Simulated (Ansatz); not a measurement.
# Al16NO22: the cost of one run

All numbers below are computed with Ansatz 0.2.0 (DFT PBE+D3(BJ), plane waves, PAW, scalar-relativistic, no spin polarisation).

1 further run of the same task is left out (it didn't finish).

## 1. The system as given

The cell holds 39 atoms (Al16NO22): a = 7.064 Å, b = 7.064 Å, c = 7.064 Å, α = 85.72°, β = 85.72°, γ = 85.72°.

The coordinates stand in the first input below.

## 2. Relaxing end A

Contents of input.yaml:

```yaml
crystal:
  lattice:
    - [-4.805027, -2.774184, 4.372084]
    - [4.805027, -2.774184, 4.372084]
    - [0.0, 5.548368, 4.372084]
  atoms:
    - { symbol: Al, position: [0.1490977, 0.1414243, 0.1456389] }
    - { symbol: Al, position: [0.3485624, 0.3489299, 0.3514061] }
    - { symbol: Al, position: [0.6508985, 0.6544484, 0.6497368] }
    - { symbol: Al, position: [0.8440808, 0.8594645, 0.8585217] }
    - { symbol: O, position: [0.4038239, 0.5953108, 0.7447039] }
    - { symbol: O, position: [0.401842, 0.2553463, 0.5959136] }
    - { symbol: O, position: [0.5970306, 0.7468989, 0.4061483] }
    - { symbol: O, position: [0.7493248, 0.400542, 0.6015752] }
    - { symbol: O, position: [0.2517917, 0.5993041, 0.4060974] }
    - { symbol: O, position: [0.5961397, 0.3963458, 0.252337] }
    - { symbol: Al, position: [0.6488895, 0.6479526, 0.1430066] }
    - { symbol: Al, position: [0.8498413, 0.847212, 0.3532805] }
    - { symbol: Al, position: [0.1484157, 0.1493906, 0.6421929] }
    - { symbol: Al, position: [0.3569852, 0.3493732, 0.8591681] }
    - { symbol: O, position: [0.9018104, 0.0945952, 0.7412511] }
    - { symbol: "N", position: [0.9010996, 0.745604, 0.5957199] }
    - { symbol: O, position: [0.1001295, 0.2479541, 0.4012325] }
    - { symbol: O, position: [0.24755, 0.9036278, 0.591077] }
    - { symbol: O, position: [0.7465878, 0.094995, 0.4070725] }
    - { symbol: O, position: [0.1006158, 0.9035147, 0.2495295] }
    - { symbol: Al, position: [0.6456075, 0.1556596, 0.642967] }
    - { symbol: Al, position: [0.852982, 0.3519107, 0.8491868] }
    - { symbol: Al, position: [0.1427346, 0.6388312, 0.1591112] }
    - { symbol: Al, position: [0.3505486, 0.8507085, 0.3441501] }
    - { symbol: O, position: [0.9020806, 0.6022402, 0.2487943] }
    - { symbol: O, position: [0.9025173, 0.2532418, 0.0874519] }
    - { symbol: O, position: [0.0976412, 0.7559228, 0.9035217] }
    - { symbol: O, position: [0.2502735, 0.4056591, 0.0956007] }
    - { symbol: O, position: [0.7502693, 0.5927674, 0.9018932] }
    - { symbol: O, position: [0.0922479, 0.3913746, 0.7476001] }
    - { symbol: Al, position: [0.1440621, 0.6455475, 0.6467995] }
    - { symbol: Al, position: [0.3531048, 0.8489444, 0.8474436] }
    - { symbol: Al, position: [0.6449102, 0.1465438, 0.1455218] }
    - { symbol: Al, position: [0.8572708, 0.3512411, 0.3527993] }
    - { symbol: O, position: [0.402167, 0.0942398, 0.2538346] }
    - { symbol: O, position: [0.4047265, 0.7515722, 0.0993134] }
    - { symbol: O, position: [0.6018446, 0.2496601, 0.8988222] }
    - { symbol: O, position: [0.7603698, 0.9035165, 0.0922703] }
    - { symbol: O, position: [0.2503698, 0.096465, 0.9008144] }
total_charge: 1
basis:
  ecutwfc: 420.0
kpoints:
  mp_grid: { grid: [2, 2, 2] }
hamiltonian:
  xc: pbe
  dispersion: d3bj
  pseudopotentials: { kind: paw, azcp: { folder: soft_1 } }
scf:
  occupations: { method: gaussian, width: 0.05 }
  lower_state_search: "off"
relax:
  f_tol: 0.03
  max_steps: 60
  adjacent_minimum: "off"
```

The run is started by

```console
ansatz run input.yaml --threads 2 --pin off --max-ram 5120MiB --backend cpu --events-out ev --progress --plain --runs-dir out
```

Q: Estimate wall time and peak memory on 2 threads of Intel Xeon Platinum 8488C (Sapphire Rapids), shared host.

About 47 s, with a peak of 0.95 GiB.
